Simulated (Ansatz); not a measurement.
# ClFH9PSi3: the cost of one run

All numbers below are computed with Ansatz 0.2.0 (RKS BHLYP-D4/6-31G*).

**1. The system as given**

Bond lengths (14 of 15 bonds, heavy atoms first): Si1–Cl2 2.480 Å, Si1–Si3 2.220 Å, Si1–Si7 2.218 Å, Si1–F11 1.589 Å, Si1–P12 2.480 Å, Si3–H4 1.460 Å, Si3–H5 1.460 Å, Si3–H6 1.460 Å, Si7–H8 1.460 Å, Si7–H9 1.460 Å, Si7–H10 1.460 Å, P12–H13 1.420 Å, P12–H14 1.420 Å, Cl2–H15 1.489 Å. Angles (14 of 30 angles, heavy atoms first): Cl2–Si1–Si3 109.5°, Cl2–Si1–Si7 109.5°, Cl2–Si1–F11 109.5°, Cl2–Si1–P12 71.6°, Si3–Si1–Si7 109.5°, Si3–Si1–F11 109.5°, Si3–Si1–P12 178.9°, Si7–Si1–F11 109.5°, Si7–Si1–P12 69.8°, F11–Si1–P12 70.1°, Si1–Cl2–H15 71.8°, Si1–Si3–H4 109.5°, Si1–Si3–H5 109.5°, Si1–Si3–H6 109.5°.

As a file:

```xyz
15

Si    0.0000    0.0000    0.0000
Cl    0.0000    0.0000    2.4800
Si    2.0935    0.0000   -0.7393
H     2.5508   -1.3762   -0.9079
H     2.1573    0.6939   -2.0222
H     2.9510    0.6823    0.2255
Si   -1.0456    1.8115   -0.7393
H    -2.4302    1.4780   -1.0607
H    -1.0215    2.8436    0.2931
H    -0.3743    2.3069   -1.9374
F    -0.7489   -1.2974   -0.5295
P    -2.3535    0.0075    0.7820
H    -3.1224   -0.8763   -0.0205
H    -2.4045   -0.4180    2.1358
H    -1.4142    0.0045    2.0145
```

**2. Pulling towards end A**

Springs on the bonds that form and break draw the guess towards this end; the thresholds are loose.

input.yaml reads:

```yaml
crystal:
  periodic: [false, false, false]
  atoms:
    - { symbol: Si, position_ang: [0.0, 0.0, 0.0] }
    - { symbol: Cl, position_ang: [0.0, 0.0, 2.48] }
    - { symbol: Si, position_ang: [2.0935, 0.0, -0.7393] }
    - { symbol: H, position_ang: [2.5508, -1.3762, -0.9079] }
    - { symbol: H, position_ang: [2.1573, 0.6939, -2.0222] }
    - { symbol: H, position_ang: [2.951, 0.6823, 0.2255] }
    - { symbol: Si, position_ang: [-1.0456, 1.8115, -0.7393] }
    - { symbol: H, position_ang: [-2.4302, 1.478, -1.0607] }
    - { symbol: H, position_ang: [-1.0215, 2.8436, 0.2931] }
    - { symbol: H, position_ang: [-0.3743, 2.3069, -1.9374] }
    - { symbol: F, position_ang: [-0.7489, -1.2974, -0.5295] }
    - { symbol: P, position_ang: [-2.3535, 0.0075, 0.782] }
    - { symbol: H, position_ang: [-3.1224, -0.8763, -0.0205] }
    - { symbol: H, position_ang: [-2.4045, -0.418, 2.1358] }
    - { symbol: H, position_ang: [-1.4142, 0.0045, 2.0145] }
basis:
  gaussian: { orbitals: "6-31G*" }
hamiltonian:
  xc: { name: BHLYP }
  dispersion: d4
relax:
  f_tol: 0.15
  max_steps: 25
  restrain:
    - { distance: [0, 11], at: 3.38, k: 30.0 }
    - { distance: [14, 1], at: 2.57, k: 30.0 }
    - { distance: [0, 1], at: 2.13, k: 30.0 }
    - { distance: [14, 11], at: 1.42, k: 30.0 }
```

The run is started by

```sh
$ ansatz run input.yaml --threads 4 --pin off --max-ram 5120MiB --backend cpu --events-out ev --progress --plain --runs-dir out
```

What time and memory should one allow on 4 threads of Arm Neoverse V1, shared host?

About 77 s, with a peak of 0.38 GiB.
